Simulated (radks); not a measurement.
# Cd²⁺ in [Kr] 4d9.75 5d0.25: an all-electron calculation

What are the levels of the cadmium ion Cd2+, how large are its shells, and how does its energy divide?

The numbers are computed with radks (a radial shooting solver on a logarithmic mesh, Libxc functionals) version 1 (scalar-relativistic Kohn-Sham, PBE, spin-polarised, spherical densities, finite nucleus; open shells are filled with parallel spins first), except any that are marked as measured or tabulated.

### Step 1. What is computed

| Quantity | Value |
| --- | --- |
| element | cadmium (Z = 48) |
| charge | +2 |
| electrons | 46 |
| configuration | [Kr] 4d9.75 5d0.25 |
| nuclear rms radius | 4.6087 fm |

### Step 2. The calculation

The run's settings:

```text
Z 48
configuration [Kr] 4d9.75 5d0.25 5s0 5p0 4f0 6d0
relativity scalar-relativistic
functional pbe,pbe
spin polarised
nucleus finite rms 4.6087 fm
c 137.035999084
```

Q: Predict the outcome of this run.

As calculated:

| quantity | value |
| --- | --- |
| total energy | -5593.34092 hartree |
| exchange-correlation share of it | 2.75 % |
| −T/E | 1.0405 |
| highest occupied level | 5d up, -8.248 eV |
| most extended occupied level | 5d up, <r> = 4.68 bohr |
| radius at density 0.001 e/bohr³ | 3.36 bohr |
| maxima of the radial density | 4 |

The radial density shows 4 maxima for 5 occupied principal shells; where shells overlap, one shows as a shoulder or not at all. −T/E is 1.041: with relativity the kinetic term as defined here no longer equals −E. This is not the tabulated ground configuration, so its levels and sizes aren't those of the ground state, and no measured value stands beside it.
